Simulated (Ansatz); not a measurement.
# BNH₆ (built from SMILES BN.[H][H]): search for a transition state

Wanted: the transition state of a four-centre ligand exchange (form B1–H6, N2–H5 and break B1–N2, H5–H6). The guess is relaxed with those distances held, a saddle search follows, and vibrations and two downhill relaxations check it.

The runs use Ansatz 0.2.0, Gaussian basis; PBE0-D4, def2-SVP first, then def2-TZVP.

152 further runs of the same task are left out: 152 set aside as unsound or not needed.

### Step 1. The starting structure

The guess: 8 atoms, charge 0, spin multiplicity 1.

Atoms are counted from 1 here; the program's logs count them from 0.

Bond lengths: B1–N2 1.583 Å, B1–H3 1.179 Å, B1–H4 1.179 Å, B1–H5 1.369 Å, B1–H6 1.438 Å, N2–H7 1.007 Å, N2–H8 1.007 Å. Angles: N2–B1–H3 113.5°, N2–B1–H4 113.5°, N2–B1–H5 58.7°, N2–B1–H6 101.9°, H3–B1–H4 117.1°, H3–B1–H5 119.7°, H3–B1–H6 104.4°, H4–B1–H5 119.7°, H4–B1–H6 104.4°, H5–B1–H6 43.2°, B1–N2–H7 115.2°, B1–N2–H8 115.2°, H7–N2–H8 109.2°.

Coordinates:

```xyz
8
BH6N
B    -0.0788   -0.6112   -0.1976
N     0.0151    0.7794    0.5532
H     0.7073   -1.4039    0.1825
H    -1.1859   -0.9860   -0.3549
H     0.3535    0.5173   -0.8417
H     0.3720   -0.2668   -1.5186
H    -0.8640    1.1562    0.8690
H     0.6809    0.8150    1.3082
```

Distances that are to change: B1–H6 1.44 Å, N2–H5 1.46 Å, B1–N2 1.58 Å, H5–H6 1.04 Å.

### Step 2. Constrained relaxation of the guess

Contents of hold/in.yaml:

```yaml
crystal:
  periodic: [false, false, false]
  atoms:
    - {symbol: B, position_ang: [-0.078800, -0.611200, -0.197600]}
    - {symbol: N, position_ang: [0.015100, 0.779400, 0.553200]}
    - {symbol: H, position_ang: [0.707300, -1.403900, 0.182500]}
    - {symbol: H, position_ang: [-1.185900, -0.986000, -0.354900]}
    - {symbol: H, position_ang: [0.353500, 0.517300, -0.841700]}
    - {symbol: H, position_ang: [0.372000, -0.266800, -1.518600]}
    - {symbol: H, position_ang: [-0.864000, 1.156200, 0.869000]}
    - {symbol: H, position_ang: [0.680900, 0.815000, 1.308200]}
basis:
  gaussian: {orbitals: def2-SVP}
hamiltonian: {xc: pbe0, dispersion: d4}
relax: {f_tol: 0.04, max_steps: 150, escape_saddle: false, constraints: [{distance: [0, 5]}, {distance: [1, 4]}, {distance: [0, 1]}, {distance: [4, 5]}]}
```

Run with:

```sh
$ ansatz run in.yaml --threads 2 --pin off --events-out ev --progress --plain --max-ram 4352MiB
```

The runs that follow: Force constants to start from; Saddle search in the small basis; Saddle search in triple zeta; Vibrations at the point found; Relaxing after a step of 0.30 Å one way along the mode; Relaxing after a step of 0.30 Å the other way along the mode.

What does the calculation give? Wanted: imaginary mode; barrier from the start side; barrier from the end side; energy of the step; pairs that change; zero-point energy at the saddle.

**Answer**, as computed:

```
                       quantity                                                     value
                 imaginary mode                                                1353i cm⁻¹
    barrier from the start side                                                  1.495 eV
      barrier from the end side                                                  1.605 eV
             energy of the step                                                 -0.110 eV
              pairs that change  B1–H6 formed, N2–H5 formed, B1–N2 loosened, H5–H6 broken
zero-point energy at the saddle                                                  1.730 eV
```

What this shows: The point has a single imaginary mode (1353i cm⁻¹), as a transition state must. The two relaxations end on the structures that were planned. A bond meant to break is only loosened at the end: the products stay bound as an adduct. At PBE0-D4/def2-TZVP the electronic barrier is 1.495 eV, about 58 kT at 298 K, and the step runs 0.110 eV downhill. With so stiff a mode tunnelling counts: Wigner's rough correction is a factor of 2.8 at 298 K. Lower complexes than these ends may exist.
